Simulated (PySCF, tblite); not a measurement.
**3-acetylpyrrole: geometry, infrared bands and NMR shifts**

What infrared bands and NMR shifts should 3-acetylpyrrole (`CC(=O)c1cc[nH]c1`) show?

The runs use tblite 0.8.0 and PySCF 2.14.0, with density-fitted response routines of our own; the level of theory stands in each step. All values are computed, except where a source is named. Atoms count from 0, in the outputs and in this text.

### Step 1. Starting geometry

15 atoms, charge 0, multiplicity 1; geometry from: force field or distance geometry start.

Bonds of the start (Å): C0–C1 1.52, C1–O2 1.23, C1–C3 1.46, C3–C4 1.44, C4–C5 1.38, C5–N6 1.37, N6–C7 1.37, C7–C3 1.38, C0–H8 1.10, C0–H9 1.09, C0–H10 1.08, C4–H11 1.08, C5–H12 1.08, N6–H13 1.01, C7–H14 1.09.

### Step 2. Relaxing the molecule with GFN2-xTB

Job settings and geometry (Å):

```
{"job": {"kind": "relax", "xc": "GFN2-xTB", "basis": "xTB"}, "charge": 0, "multiplicity": 1}
C      2.392200    -0.418900    -0.015500
C      1.349900     0.687200    -0.118900
O      1.715200     1.851200    -0.242000
C     -0.059100     0.316000    -0.042500
C     -0.644700    -0.984300     0.128300
C     -2.017500    -0.829300     0.134900
N     -2.287900     0.508300    -0.004700
C     -1.108300     1.205500    -0.101100
H      2.300000    -0.933100     0.947400
H      2.247300    -1.125300    -0.832700
H      3.383700     0.013200    -0.087700
H     -0.128900    -1.931900     0.213000
H     -2.816300    -1.550600     0.245800
H     -3.210200     0.913800    -0.025700
H     -1.119700     2.286100    -0.220600
```

Started as:

```console
OMP_NUM_THREADS=1 python probes_run.py task.json out
```

The driver reads the jobs from task.json and runs them one after another.

**Question.** This job is followed by: GFN2-xTB harmonic vibrations, gas phase; GIAO PBE0/pcSseg-1 NMR shielding, non-relativistic, gas phase. Predict these results of the whole session: strongest single infrared mode (GFN2-xTB); zero-point energy (GFN2-xTB); 13C shifts against TMS (PBE0/pcSseg-1); 1H shifts against TMS (PBE0/pcSseg-1, means over atoms taken as alike); 17O shifts against H2O (PBE0/pcSseg-1); 15N shifts against NH3 (PBE0/pcSseg-1).

**Answer**, as computed:

| quantity | value |
| --- | --- |
| strongest single infrared mode (GFN2-xTB) | 1720 cm⁻¹, 374 km/mol |
| zero-point energy (GFN2-xTB) | 73.6 kcal/mol |
| 13C shifts against TMS (PBE0/pcSseg-1) | 195.6, 131.1, 126.1, 120.3, 115.4, 30.3 ppm |
| 1H shifts against TMS (PBE0/pcSseg-1, means over atoms taken as alike) | 7.95, 7.53, 6.73, 6.60, 2.49 ppm |
| 17O shifts against H2O (PBE0/pcSseg-1) | 615.0 ppm |
| 15N shifts against NH3 (PBE0/pcSseg-1) | 175.3 ppm |

What this shows: The optimisation took 30 steps and gained 0.070 eV; among the close pairs (by a distance rule), N6–C7 changed most, from 1.374 to 1.347 Å. No mode is imaginary among the 39: a minimum at this level. The strongest single mode, at 1720 cm⁻¹, moves mainly C1 and O2. Unscaled tight-binding wavenumbers are off by several per cent, some by more. Its intensities can rank the bands wrongly. The most deshielded carbon is C1 (ketone carbonyl carbon), at 195.6 ppm: low-lying n→π* states of the double bond to the heteroatom give a large paramagnetic term (-250 ppm). At PBE0/pcSseg-1: Shielding is most anisotropic at O2 (span 1162 ppm, paramagnetic term -678 ppm). NICS(1)zz of -28 ppm above the planar ring from C3 marks a diatropic (aromatic) ring current.
